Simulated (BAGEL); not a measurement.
# B3LYP/cc-pVDZ (density fitting with qzvpp-jkfit) run of GeNH4Cl (SMILES [NH2][GeH2][Cl])

Aim: the energy change on altering one bond length of GeNH4Cl at B3LYP/cc-pVDZ (density fitting with qzvpp-jkfit), from 2 runs. 

Program for the calculation: BAGEL 1.2.2.

2 further runs of the same task are left out: 1 that didn't finish, 1 set aside as unsound or not needed.

## Step 1: The system as given

GeNH4Cl: 7 atoms, total charge 0, spin state singlet. As SMILES, `[NH2][GeH2][Cl]`. The coordinates come from a PBE0-D4/def2-TZVP relaxation. This is one conformer, not always the lowest.

Bond lengths: N1–Ge2 1.818 Å, Ge2–Cl3 2.176 Å, N1–H4 1.010 Å, N1–H5 1.010 Å, Ge2–H6 1.530 Å, Ge2–H7 1.530 Å. Angles: N1–Ge2–Cl3 112.8°, N1–Ge2–H6 108.7°, N1–Ge2–H7 108.7°, Cl3–Ge2–H6 105.8°, Cl3–Ge2–H7 105.8°, Ge2–N1–H4 115.0°, Ge2–N1–H5 115.0°, H6–Ge2–H7 115.1°, H4–N1–H5 109.1°.

## Step 2: The energy at B3LYP/cc-pVDZ (density fitting with qzvpp-jkfit)

The input, calc.json:

```json
{ "bagel" : [

{
  "title" : "molecule",
  "basis" : "cc-pvdz.json",
  "df_basis" : "qzvpp-jkfit",
  "angstrom" : true,
  "geometry" : [
    { "atom" : "N", "xyz" : [   -0.792900,    0.515500,   -0.722700 ] },
    { "atom" : "Ge", "xyz" : [    0.579900,    0.003300,    0.353200 ] },
    { "atom" : "Cl", "xyz" : [    0.394500,   -2.054600,    1.034500 ] },
    { "atom" : "H", "xyz" : [   -1.700900,    0.526800,   -0.279600 ] },
    { "atom" : "H", "xyz" : [   -0.858900,    0.014700,   -1.597700 ] },
    { "atom" : "H", "xyz" : [    0.559300,    0.864900,    1.617200 ] },
    { "atom" : "H", "xyz" : [    1.880200,    0.061300,   -0.450600 ] }
  ]
},
{
  "title" : "ks",
  "xc_func" : "b3lyp"
},
{
  "title" : "print",
  "file" : "orbitals.molden",
  "orbitals" : true
}

]}
```

The basis set cc-pVDZ is read from a file made from the Basis Set Exchange's data (not shown).

Command:

```console
BAGEL_NUM_THREADS=1 BAGEL calc.json > calc.out
```

Log:

```text
* using 1 threads per process

  ===============================================================
  ===============================================================

  *** Geometry ***

  { "atom" : "N", "xyz" : [     -1.498364,      0.974154,     -1.365705 ] },
  { "atom" : "Ge", "xyz" : [      1.095852,      0.006236,      0.667451 ] },
  { "atom" : "Cl", "xyz" : [      0.745497,     -3.882631,      1.954922 ] },
  { "atom" : "H", "xyz" : [     -3.214235,      0.995508,     -0.528367 ] },
  { "atom" : "H", "xyz" : [     -1.623086,      0.027779,     -3.019215 ] },
  { "atom" : "H", "xyz" : [      1.056924,      1.634424,      3.056065 ] },
  { "atom" : "H", "xyz" : [      3.553063,      0.115840,     -0.851511 ] },

  Number of auxiliary basis functions:      543

  Since a DF basis is specified, we compute 2- and 3-index integrals:
    o Being stored without compression. Storage requirement is 0.027 GB

  Number of basis functions:       79
  Number of electrons      :       60

    * METHOD: MOLECULE                             0.26

  *** Kohn-Sham DFT ***

    * Removing 11928 points whose weight is below 1.00e-10
    * Grid points: 92414

  === Nuclear Repulsion ===
   274.8234797802

       - DIIS with orbital gradients will be used.

  === KS iteration (b3lyp / cc-pvdz.json) ===
      0      -2571.52296335          0.08872012           0.34
      1      -2455.99318053          0.28000927           0.32
      2      -2563.60255388          0.09262530           0.32
      3      -2546.75346302          0.17831177           0.32
      4      -2571.62205900          0.09947084           0.32
      5      -2593.55812356          0.04092411           0.32
      6      -2585.70128004          0.06922869           0.32
      7      -2593.32692608          0.03969171           0.32
      8      -2593.51492476          0.04210399           0.32
      9      -2594.42127426          0.00655758           0.32
     10      -2594.44017542          0.00212872           0.32
     11      -2594.44406188          0.00055787           0.33
     12      -2594.44429854          0.00008061           0.32
     13      -2594.44430520          0.00001298           0.32
     14      -2594.44430528          0.00000184           0.32
     15      -2594.44430528          0.00000061           0.32
     16      -2594.44430528          0.00000014           0.33
     17      -2594.44430528          0.00000003           0.33
     18      -2594.44430528          0.00000001           0.33
     19      -2594.44430528          0.00000001           0.33
    * SCF iteration converged.

    * Permanent dipole moment:
           (    0.303401,    -0.554649,     0.409449) a.u.

    * METHOD: KS                                   6.86

    * METHOD: PRINT                                0.01

  ===============================================================
```

Run time: 7.5 s. Hardware: 1 thread of Arm Neoverse V2, shared host; peak memory 0.4 GiB.

## Step 3: The distorted shape at the same level

The input, job.json:

```json
{ "bagel": [

{
  "title": "molecule",
  "basis": "cc-pvdz.json",
  "df_basis": "qzvpp-jkfit",
  "angstrom": "true",
  "geometry": [
    { "atom": "N", "xyz": [      -1.443071,       0.486499,      -0.320787 ] },
    { "atom": "Ge", "xyz": [      -0.070271,      -0.025701,       0.755113 ] },
    { "atom": "Cl", "xyz": [      -0.255671,      -2.083601,       1.436413 ] },
    { "atom": "H", "xyz": [      -2.351071,       0.497799,       0.122313 ] },
    { "atom": "H", "xyz": [      -1.509071,      -0.014301,      -1.195787 ] },
    { "atom": "H", "xyz": [      -0.090871,       0.835899,       2.019113 ] },
    { "atom": "H", "xyz": [       1.880200,       0.061300,      -0.450600 ] }
  ]
},

{ "title": "ks", "xc_func": "b3lyp" },

{ "title": "print", "file": "orbitals.molden", "orbitals": "true" }

]}
```

The basis set cc-pVDZ is read from a file made from the Basis Set Exchange's data (not shown).

Command:

```console
BAGEL_NUM_THREADS=1 BAGEL job.json > job.out
```

Log:

```text
* using 1 threads per process

  ===============================================================
  ===============================================================

  *** Geometry ***

  { "atom" : "N", "xyz" : [     -2.727009,      0.919350,     -0.606200 ] },
  { "atom" : "Ge", "xyz" : [     -0.132793,     -0.048568,      1.426957 ] },
  { "atom" : "Cl", "xyz" : [     -0.483148,     -3.937435,      2.714427 ] },
  { "atom" : "H", "xyz" : [     -4.442880,      0.940704,      0.231138 ] },
  { "atom" : "H", "xyz" : [     -2.851731,     -0.027025,     -2.259710 ] },
  { "atom" : "H", "xyz" : [     -0.171721,      1.579620,      3.815571 ] },
  { "atom" : "H", "xyz" : [      3.553063,      0.115840,     -0.851511 ] },

  Number of auxiliary basis functions:      543

  Since a DF basis is specified, we compute 2- and 3-index integrals:
    o Being stored without compression. Storage requirement is 0.027 GB

  Number of basis functions:       79
  Number of electrons      :       60

    * METHOD: MOLECULE                             0.26

  *** Kohn-Sham DFT ***

    * Removing 11456 points whose weight is below 1.00e-10
    * Grid points: 92886

  === Nuclear Repulsion ===
   270.2928112203

       - DIIS with orbital gradients will be used.

  === KS iteration (b3lyp / cc-pvdz.json) ===
      0      -2571.75716468          0.08875874           0.33
      1      -2460.68287658          0.27571721           0.32
      2      -2567.35638613          0.08117138           0.32
      3      -2444.58863763          0.34172086           0.32
      4      -2548.08626336          0.17452336           0.32
      5      -2532.12329060          0.29756699           0.32
      6      -2536.31277976          0.28346669           0.32
      7      -2490.30488051          0.25068032           0.32
      8      -2542.37301231          0.10578393           0.32
      9      -2573.23091106          0.09764075           0.32
     10      -2587.77635571          0.06124859           0.32
     11      -2594.19349222          0.01217605           0.32
     12      -2594.30426474          0.00784795           0.32
     13      -2594.36161482          0.00351278           0.32
     14      -2594.37393325          0.00065003           0.32
     15      -2594.37417478          0.00018868           0.32
     16      -2594.37418842          0.00008156           0.32
     17      -2594.37419324          0.00002953           0.32
     18      -2594.37419408          0.00000337           0.32
     19      -2594.37419409          0.00000309           0.32
     20      -2594.37419410          0.00000098           0.32
     21      -2594.37419410          0.00000016           0.32
     22      -2594.37419410          0.00000007           0.32
     23      -2594.37419410          0.00000003           0.32
     24      -2594.37419410          0.00000001           0.32
     25      -2594.37419410          0.00000000           0.33
    * SCF iteration converged.

    * Permanent dipole moment:
           (    0.733285,    -0.462944,     0.150463) a.u.

    * METHOD: KS                                   8.75

    * METHOD: PRINT                                0.01

  ===============================================================
```

It took 9.3 s on 1 thread of Arm Neoverse V2, shared host; peak memory 0.4 GiB.

## Step 4: Results

Level: B3LYP/cc-pVDZ (density fitting with qzvpp-jkfit).

| quantity | value |
| --- | --- |
| first shape: total energy | -2594.44431 Eh |
| first shape: dipole moment | 1.91 D |
| first shape: HOMO energy | -7.41 eV |
| first shape: LUMO energy | 0.27 eV |
| first shape: HOMO–LUMO gap | 7.68 eV |
| distorted shape: total energy | -2594.37419 Eh |
| distorted shape: dipole moment | 2.24 D |
| distorted shape: HOMO energy | -7.57 eV |
| distorted shape: LUMO energy | -2.23 eV |
| distorted shape: HOMO–LUMO gap | 5.34 eV |
| energy change with the Ge2–H7 bond stretched from 1.530 to 2.295 Å | 1.908 eV |

With the Ge2–H7 bond stretched from 1.530 to 2.295 Å the energy rises by 1.91 eV (184 kJ/mol). The first shape isn't relaxed at this level, so the change isn't measured from a minimum.
